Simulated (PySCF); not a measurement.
# C3H7ClOSi: the cost of one run

Computed with PySCF 2.14.0, with density-fitted response routines of our own, on a single molecule in the gas phase. Atoms count from 0, in the outputs and in this text.

### Step 1. The molecule as given

13 atoms, charge 0, multiplicity 1; geometry from: GFN2-xTB. The atoms were then displaced at random by about 0.01 Å, so the start is not that level's minimum.

Bonds of the start (Å): Cl0–Si1 2.01, Si1–O2 1.61, O2–C3 1.33, C3–C4 1.51, C4–C5 1.49, C5–C3 1.52, Si1–H6 1.46, Si1–H7 1.46, C3–H8 1.11, C4–H9 1.08, C4–H10 1.10, C5–H11 1.07, C5–H12 1.08.

### Step 2. Geometry optimisation at PBE0-D3(BJ)/def2-SVP

Job settings and geometry (Å):

```
{"job": {"xc": "PBE0", "basis": "def2-SVP", "d3": "d3bj", "grid": 1, "shake": 0.01, "kind": "geom"}, "charge": 0, "multiplicity": 1}
Cl     1.461980     0.739240    -2.249470
Si     1.958460     0.446420    -0.328630
O      0.981370    -0.609430     0.404110
C     -0.315100    -0.705520     0.676910
C     -1.269950     0.462400     0.568800
C     -1.366220    -0.643230    -0.422640
H      1.963640     1.763580     0.309040
H      3.232640    -0.268320    -0.265020
H     -0.508010    -1.408480     1.508610
H     -0.848310     1.401870     0.255530
H     -2.054000     0.571730     1.328130
H     -2.200420    -1.317320    -0.366980
H     -1.030260    -0.449840    -1.428710
```

On the command line:

```console
OMP_NUM_THREADS=1 python probes_run.py task.json out
```

One launch serves the whole session: the jobs run in the order shown.

Q: Estimate the wall time and peak memory of this first job on 1 thread of Arm Neoverse V2, shared host.

About 2.1 min, with a peak of 0.55 GiB.
